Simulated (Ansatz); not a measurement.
I need a reaction energy of HfTaN2 from HfN and TaN. Use the Python package of Ansatz (0.2.0). Use (first run): PBEsol, PAW, cutoff 460 eV, Gaussian smearing of 0.05 eV.

`hftan2.py`
```python
"""Reaction energy of HfTaN2 from HfN and TaN, after relaxing cells and atoms."""

from collections import Counter
import warnings

import ansatz
import numpy as np
from pymatgen.analysis.reaction_calculator import ComputedReaction
from pymatgen.entries.computed_entries import ComputedEntry

PHASES = {
    "HfTaN2 R-3m": (
        [(1.58631599, 0.91585996, 5.13438909), (-1.58631599, 0.91585996, 5.13438909), (0.0, -1.83171992, 5.13438909)],
        [
            ("Hf", (0.0, 0.0, 0.0)),
            ("Ta", (0.5, 0.5, 0.5)),
            ("N", (0.250298, 0.250298, 0.250298)),
            ("N", (0.749702, 0.749702, 0.749702)),
        ],
    ),
    "HfN Fm-3m": (
        [(0.0, 2.256, 2.256), (2.256, 0.0, 2.256), (2.256, 2.256, 0.0)],
        [
            ("Hf", (0.0, 0.0, 0.0)),
            ("N", (0.5, 0.5, 0.5)),
        ],
    ),
    "TaN P-6m2": (
        [(2.938, 0.0, 0.0), (-1.469, 2.54438264, 0.0), (0.0, 0.0, 2.883)],
        [
            ("Ta", (1 / 3, 2 / 3, 0.5)),
            ("N", (0.0, 0.0, 0.0)),
        ],
    ),
}


def build(vectors, sites):
    crystal = ansatz.Crystal(lattice=ansatz.Lattice.of(vectors))
    for symbol, position in sites:
        crystal = crystal.atom(symbol, position)
    return crystal


def solve(name, crystal):
    calc = (
        crystal.calculation()
        .functional("PBEsol")
        .basis(460)
        .kpoints(spacing=0.27)
        .occupations("gaussian", width=0.05)
        .stress()
    )
    calc = calc.relax(force_tolerance=0.01, cell=True)
    return calc.run(threads=1)


def counts(outcome):
    return Counter(site.symbol for site in outcome.lattice.sites)


def volume_per_atom(outcome):
    return abs(np.linalg.det(outcome.lattice.cell_ang)) / len(outcome.lattice.sites)

warnings.simplefilter("ignore", ansatz.DeckWarning)

phases = {name: build(*cell) for name, cell in PHASES.items()}

done = {name: solve(name, crystal) for name, crystal in phases.items()}

entry = {name: ComputedEntry(dict(counts(o)), o.report["energy_sigma0_ev"]) for name, o in done.items()}
reaction = ComputedReaction([entry["HfN Fm-3m"], entry["TaN P-6m2"]], [entry["HfTaN2 R-3m"]])
reaction.normalize_to(entry["HfTaN2 R-3m"].composition.reduced_composition)
print(reaction)
print("energy per formula unit of the product:", round(reaction.calculated_reaction_energy, 4), "eV")
for name, o in done.items():
    print(f"  {name:18s} {volume_per_atom(o):7.3f} A^3/atom")
```

Output of `python hftan2.py`:
```text
HfN + TaN -> HfTaN2
energy per formula unit of the product: 0.5297 eV
  HfTaN2 R-3m         10.902 A^3/atom
  HfN Fm-3m           11.402 A^3/atom
  TaN P-6m2           10.629 A^3/atom
```

Spin is left out of this run. Spin-orbit coupling, which matters for elements this heavy, is left out. The cells come from databases of deposited and of computed structures, and not all need be stable phases. The reactants and the product are the structures named, not necessarily the lowest of each compound, so sign and change of volume hang on that choice. A semilocal functional's error on such energies is often 0.05 to 0.1 eV an atom, and 0.1 to 0.3 eV against gases such as O2 or F2. Run time: 43 s on 1 thread of Arm Neoverse V2, on a shared host, peak memory 0.61 GiB.

(Lines on the test bed's own set-up are left out of the output.)
